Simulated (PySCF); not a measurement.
# A gas-phase reaction: Cl3HSi + N2O → Cl3HOSi + N2

Wanted: the reaction energy for `Cl[SiH](Cl)Cl` + `[N-]=[N+]=O` → `O[Si](Cl)(Cl)Cl` + `N#N`.

Programs: PySCF 2.14.0. All values are calculated, for the isolated system unless a continuum is named. Atoms count from 0, parts from 1.

## 1. The system as given

Each species was relaxed by itself at PBE0-D3(BJ)/def2-SVPD.

## 2. Reaction energy: wB97M-D3(BJ)/def2-TZVPD

Job settings and geometry (Å):

```
{"job": {"kind": "react", "xc": "wB97M-D3(BJ)", "basis": "def2-TZVPD"}, "charge": 0, "multiplicity": 1}
-1 Cl3HSi charge 0 multiplicity 1
Cl    -1.218420    -1.441790    -0.654800
Si     0.015210     0.016300     0.093010
Cl    -0.661490     1.850810    -0.526100
Cl     1.915540    -0.275120    -0.621820
H      0.021490    -0.043120     1.566200

-1 N2O charge 0 multiplicity 1
N      1.146510    -0.026420    -0.010970
N      0.021780    -0.024500     0.001120
O     -1.155040    -0.022500     0.013770

+1 Cl3HOSi charge 0 multiplicity 1
O     -0.509940    -0.104180    -1.256270
Si    -0.045370     0.118360     0.299260
Cl     1.680140     1.217680     0.412200
Cl    -1.560330     1.112160     1.225310
Cl     0.290450    -1.670090     1.241120
H      0.084550    -0.561920    -1.857560

+1 N2 charge 0 multiplicity 1
N      0.543440    -0.013890     0.074800
N     -0.543440     0.013890    -0.074800
```

Method: wB97M-D3(BJ)/def2-TZVPD reaction energy of separated species, gas phase.

Launch:

```
OMP_NUM_THREADS=1 python cluster_run.py task.json out
```

The driver reads the jobs from task.json and runs them one after another.

What it wrote:

```text
species 1 (Cl3HSi)
coarse grid: 27832 points
cycle   1  E = -1671.0233285619  dE =  3.778e-01  |g| = 4.795e-01  |ddm| = 1.774e+00
cycle   2  E = -1671.0409916756  dE = -1.766e-02  |g| = 4.654e-01  |ddm| = 7.641e-01
cycle   3  E = -1671.0927412471  dE = -5.175e-02  |g| = 2.169e-02  |ddm| = 3.567e-01
cycle   4  E = -1671.0928981470  dE = -1.569e-04  |g| = 5.850e-03  |ddm| = 3.436e-02
cycle   5  E = -1671.0929191249  dE = -2.098e-05  |g| = 2.356e-03  |ddm| = 1.451e-02
cycle   6  E = -1671.0929210324  dE = -1.908e-06  |g| = 4.659e-04  |ddm| = 2.671e-03
final grid: 52536 points
cycle   7  E = -1671.0928160844  dE = -2.015e-07  |g| = 2.032e-04  |ddm| = 1.852e-03
cycle   8  E = -1671.0928161098  dE = -2.532e-08  |g| = 1.027e-04  |ddm| = 3.863e-04
cycle   9  E = -1671.0928161141  dE = -4.359e-09  |g| = 3.616e-05  |ddm| = 1.176e-04
cycle  10  E = -1671.0928161154  dE = -1.328e-09  |g| = 8.946e-06  |ddm| = 1.057e-04
cycle  11  E = -1671.0928161155  dE = -3.729e-11  |g| = 3.003e-06  |ddm| = 1.087e-05
converged SCF energy = -1671.0928161155

species 2 (N2O)
coarse grid: 15424 points
cycle   1  E = -184.6618513005  dE =  6.982e-01  |g| = 8.261e-01  |ddm| = 1.717e+00
cycle   2  E = -184.5841176546  dE =  7.773e-02  |g| = 1.134e+00  |ddm| = 9.885e-01
cycle   3  E = -184.7852493583  dE = -2.011e-01  |g| = 1.175e-01  |ddm| = 4.952e-01
cycle   4  E = -184.7864124837  dE = -1.163e-03  |g| = 8.426e-02  |ddm| = 1.014e-01
cycle   5  E = -184.7877139478  dE = -1.301e-03  |g| = 1.003e-02  |ddm| = 4.527e-02
cycle   6  E = -184.7877342507  dE = -2.030e-05  |g| = 1.578e-03  |ddm| = 1.117e-02
cycle   7  E = -184.7877351424  dE = -8.917e-07  |g| = 4.463e-04  |ddm| = 4.009e-03
final grid: 33192 points
cycle   8  E = -184.7877162741  dE = -2.518e-08  |g| = 5.813e-04  |ddm| = 1.927e-03
cycle   9  E = -184.7877161293  dE =  1.447e-07  |g| = 1.087e-03  |ddm| = 7.543e-04
cycle  10  E = -184.7877163451  dE = -2.158e-07  |g| = 4.351e-05  |ddm| = 5.313e-04
cycle  11  E = -184.7877163457  dE = -5.347e-10  |g| = 2.680e-05  |ddm| = 9.345e-05
converged SCF energy = -184.7877163457

species 3 (Cl3HOSi)
coarse grid: 33016 points
cycle   1  E = -1746.3042062922  dE =  6.531e-01  |g| = 7.625e-01  |ddm| = 2.074e+00
cycle   2  E = -1746.3032139484  dE =  9.923e-04  |g| = 8.378e-01  |ddm| = 1.070e+00
cycle   3  E = -1746.4287697405  dE = -1.256e-01  |g| = 5.589e-02  |ddm| = 5.346e-01
cycle   4  E = -1746.4293176527  dE = -5.479e-04  |g| = 3.207e-02  |ddm| = 6.992e-02
cycle   5  E = -1746.4295209479  dE = -2.033e-04  |g| = 4.926e-03  |ddm| = 2.219e-02
cycle   6  E = -1746.4295304624  dE = -9.514e-06  |g| = 1.448e-03  |ddm| = 8.775e-03
final grid: 63744 points
cycle   7  E = -1746.4294121303  dE = -5.171e-07  |g| = 1.013e-03  |ddm| = 3.129e-03
cycle   8  E = -1746.4294122062  dE = -7.591e-08  |g| = 9.108e-04  |ddm| = 1.343e-03
cycle   9  E = -1746.4294123862  dE = -1.800e-07  |g| = 1.024e-04  |ddm| = 5.800e-04
cycle  10  E = -1746.4294123888  dE = -2.559e-09  |g| = 3.958e-05  |ddm| = 9.183e-05
cycle  11  E = -1746.4294123894  dE = -6.644e-10  |g| = 1.998e-05  |ddm| = 6.561e-05
converged SCF energy = -1746.4294123894

species 4 (N2)
coarse grid: 10240 points
cycle   1  E = -109.6045710826  dE =  4.456e-02  |g| = 1.682e-01  |ddm| = 1.300e+00
cycle   2  E = -109.6103820856  dE = -5.811e-03  |g| = 7.387e-02  |ddm| = 1.523e-01
cycle   3  E = -109.6112825820  dE = -9.005e-04  |g| = 6.548e-03  |ddm| = 4.575e-02
cycle   4  E = -109.6112967659  dE = -1.418e-05  |g| = 1.069e-03  |ddm| = 1.769e-02
cycle   5  E = -109.6112972462  dE = -4.803e-07  |g| = 2.349e-04  |ddm| = 1.190e-03
final grid: 21984 points
cycle   6  E = -109.6112970992  dE = -3.470e-08  |g| = 7.994e-05  |ddm| = 5.711e-04
cycle   7  E = -109.6112971020  dE = -2.802e-09  |g| = 3.066e-05  |ddm| = 1.399e-04
cycle   8  E = -109.6112971023  dE = -2.840e-10  |g| = 8.402e-06  |ddm| = 5.196e-05
converged SCF energy = -109.6112971023

Reaction energy = -100.928 kcal/mol
```

It took 32 s on 1 thread of Arm Neoverse V1, shared host; peak memory 0.78 GiB.

Species by species (with the dispersion term, which the log's SCF energies lack):

```csv
ν,species,energy (Eh),HOMO (eV)
-1,Cl[SiH](Cl)Cl,-1671.09968,-11.73
-1,[N-]=[N+]=O,-184.78947,-12.17
+1,O[Si](Cl)(Cl)Cl,-1746.43795,-11.70
+1,N#N,-109.61204,-14.89
```

## 3. Energies of the species: PBE0-D3(BJ)/def2-TZVPD

Settings changed since step 2:

```diff
@@ -1,2 +1,2 @@
-{"job": {"kind": "react", "xc": "wB97M-D3(BJ)", "basis": "def2-TZVPD"}, "charge": 0, "multiplicity": 1}
+{"job": {"kind": "react", "xc": "PBE0", "basis": "def2-TZVPD", "disp": "d3bj"}, "charge": 0, "multiplicity": 1}
 -1 Cl3HSi charge 0 multiplicity 1
```

Method: PBE0-D3(BJ)/def2-TZVPD reaction energy of separated species, gas phase.

What it wrote:

```text
species 1 (Cl3HSi)
coarse grid: 7120 points
cycle   1  E = -1670.2899589407  dE =  3.442e-01  |g| = 3.790e-01  |ddm| = 1.839e+00
cycle   2  E = -1670.2624037514  dE =  2.756e-02  |g| = 5.083e-01  |ddm| = 7.327e-01
cycle   3  E = -1670.3264870884  dE = -6.408e-02  |g| = 5.268e-02  |ddm| = 4.175e-01
cycle   4  E = -1670.3270510698  dE = -5.640e-04  |g| = 1.624e-02  |ddm| = 4.214e-02
cycle   5  E = -1670.3271109032  dE = -5.983e-05  |g| = 2.217e-03  |ddm| = 1.343e-02
cycle   6  E = -1670.3271118490  dE = -9.458e-07  |g| = 8.217e-04  |ddm| = 2.226e-03
final grid: 52536 points
cycle   7  E = -1670.3294474251  dE = -1.782e-05  |g| = 4.173e-03  |ddm| = 2.184e-02
cycle   8  E = -1670.3294474183  dE =  6.779e-09  |g| = 3.396e-03  |ddm| = 5.319e-03
cycle   9  E = -1670.3294493548  dE = -1.936e-06  |g| = 7.029e-04  |ddm| = 3.024e-03
cycle  10  E = -1670.3294494921  dE = -1.373e-07  |g| = 1.068e-04  |ddm| = 5.575e-04
cycle  11  E = -1670.3294494949  dE = -2.803e-09  |g| = 2.189e-05  |ddm| = 8.949e-05
cycle  12  E = -1670.3294494950  dE = -1.105e-10  |g| = 6.688e-06  |ddm| = 1.540e-05
converged SCF energy = -1670.3294494950

species 2 (N2O)
coarse grid: 3216 points
cycle   1  E = -184.4535253795  dE =  7.159e-01  |g| = 7.390e-01  |ddm| = 1.711e+00
cycle   2  E = -184.1503718419  dE =  3.032e-01  |g| = 1.537e+00  |ddm| = 1.024e+00
cycle   3  E = -184.5235178007  dE = -3.731e-01  |g| = 3.651e-01  |ddm| = 7.202e-01
cycle   4  E = -184.5487824401  dE = -2.526e-02  |g| = 9.414e-02  |ddm| = 2.242e-01
cycle   5  E = -184.5504295070  dE = -1.647e-03  |g| = 6.998e-03  |ddm| = 4.642e-02
cycle   6  E = -184.5504366257  dE = -7.119e-06  |g| = 2.067e-03  |ddm| = 4.688e-03
final grid: 33192 points
cycle   7  E = -184.5460658690  dE =  2.288e-05  |g| = 1.443e-02  |ddm| = 4.926e-02
cycle   8  E = -184.5457693910  dE =  2.965e-04  |g| = 4.137e-02  |ddm| = 2.670e-02
cycle   9  E = -184.5461036543  dE = -3.343e-04  |g| = 2.921e-03  |ddm| = 2.052e-02
cycle  10  E = -184.5461051634  dE = -1.509e-06  |g| = 4.855e-04  |ddm| = 1.401e-03
cycle  11  E = -184.5461052010  dE = -3.757e-08  |g| = 8.087e-05  |ddm| = 2.521e-04
cycle  12  E = -184.5461052024  dE = -1.419e-09  |g| = 1.161e-05  |ddm| = 7.083e-05
cycle  13  E = -184.5461052024  dE = -2.930e-11  |g| = 5.725e-07  |ddm| = 7.495e-06
converged SCF energy = -184.5461052024

species 3 (Cl3HOSi)
coarse grid: 8208 points
cycle   1  E = -1745.4619644956  dE =  6.275e-01  |g| = 7.564e-01  |ddm| = 2.158e+00
cycle   2  E = -1745.3037905232  dE =  1.582e-01  |g| = 1.195e+00  |ddm| = 1.256e+00
cycle   3  E = -1745.5661078180  dE = -2.623e-01  |g| = 1.030e-01  |ddm| = 8.015e-01
cycle   4  E = -1745.5681480148  dE = -2.040e-03  |g| = 4.171e-02  |ddm| = 1.119e-01
cycle   5  E = -1745.5684427299  dE = -2.947e-04  |g| = 1.179e-02  |ddm| = 3.570e-02
cycle   6  E = -1745.5684762616  dE = -3.353e-05  |g| = 3.414e-03  |ddm| = 1.063e-02
cycle   7  E = -1745.5684790443  dE = -2.783e-06  |g| = 4.358e-04  |ddm| = 2.312e-03
final grid: 63744 points
cycle   8  E = -1745.5703890719  dE = -2.581e-05  |g| = 5.568e-03  |ddm| = 2.618e-02
cycle   9  E = -1745.5703847920  dE =  4.280e-06  |g| = 7.033e-03  |ddm| = 7.620e-03
cycle  10  E = -1745.5703930970  dE = -8.305e-06  |g| = 1.225e-03  |ddm| = 4.564e-03
cycle  11  E = -1745.5703933385  dE = -2.415e-07  |g| = 1.092e-04  |ddm| = 7.254e-04
cycle  12  E = -1745.5703933409  dE = -2.432e-09  |g| = 3.064e-05  |ddm| = 1.223e-04
cycle  13  E = -1745.5703933411  dE = -1.760e-10  |g| = 1.341e-05  |ddm| = 3.295e-05
converged SCF energy = -1745.5703933411

species 4 (N2)
coarse grid: 2128 points
cycle   1  E = -109.4495110395  dE =  1.300e-01  |g| = 1.031e-01  |ddm| = 1.274e+00
cycle   2  E = -109.4509460269  dE = -1.435e-03  |g| = 4.740e-02  |ddm| = 1.014e-01
cycle   3  E = -109.4513692613  dE = -4.232e-04  |g| = 9.131e-03  |ddm| = 3.530e-02
cycle   4  E = -109.4513859337  dE = -1.667e-05  |g| = 5.130e-04  |ddm| = 5.398e-03
cycle   5  E = -109.4513859810  dE = -4.727e-08  |g| = 7.832e-05  |ddm| = 4.400e-04
final grid: 21984 points
cycle   6  E = -109.4466156087  dE = -6.389e-06  |g| = 2.478e-03  |ddm| = 4.905e-02
cycle   7  E = -109.4466162337  dE = -6.250e-07  |g| = 1.551e-03  |ddm| = 2.543e-03
cycle   8  E = -109.4466167124  dE = -4.786e-07  |g| = 4.593e-05  |ddm| = 9.594e-04
cycle   9  E = -109.4466167128  dE = -4.113e-10  |g| = 5.055e-06  |ddm| = 4.924e-05
converged SCF energy = -109.4466167128

Reaction energy = -89.252 kcal/mol
```

Wall time 17 s (1 thread of Arm Neoverse V1, shared host); peak memory 0.68 GiB.

Reaction energy at this level: -89.25 kcal/mol.

## 4. Comparing the runs

Energies in kcal/mol, with wall time:

| run | reaction | time |
| --- | --- | --- |
| wB97M-D3(BJ)/def2-TZVPD | -100.9 | 32 s |
| PBE0-D3(BJ)/def2-TZVPD | -89.25 | 17 s |

## 5. Outcome

| quantity | value |
| --- | --- |
| reaction energy (wB97M-D3(BJ)/def2-TZVPD) | -100.9 kcal/mol |
| ΔH, ΔG at 298 K (xTB thermal terms) | -100.8, -101.5 kcal/mol |
| range of the reaction energy over the runs of this table | -100.9 to -89.25 kcal/mol |

**Reading.** The reaction is exothermic by 100.8 kcal/mol in the gas phase; dispersion gives -0.42, and xTB itself gave -13.87 for the electronic energy (xTB energies and thermal terms come from the earlier relaxation of each species, not shown). No barrier was sought. xTB and this level differ widely in the electronic energy, so what comes from xTB (the thermal terms above all) is less safe here. The reaction energy runs from -100.9 (wB97M-D3(BJ)/def2-TZVPD) to -89.25 kcal/mol (PBE0-D3(BJ)/def2-TZVPD).
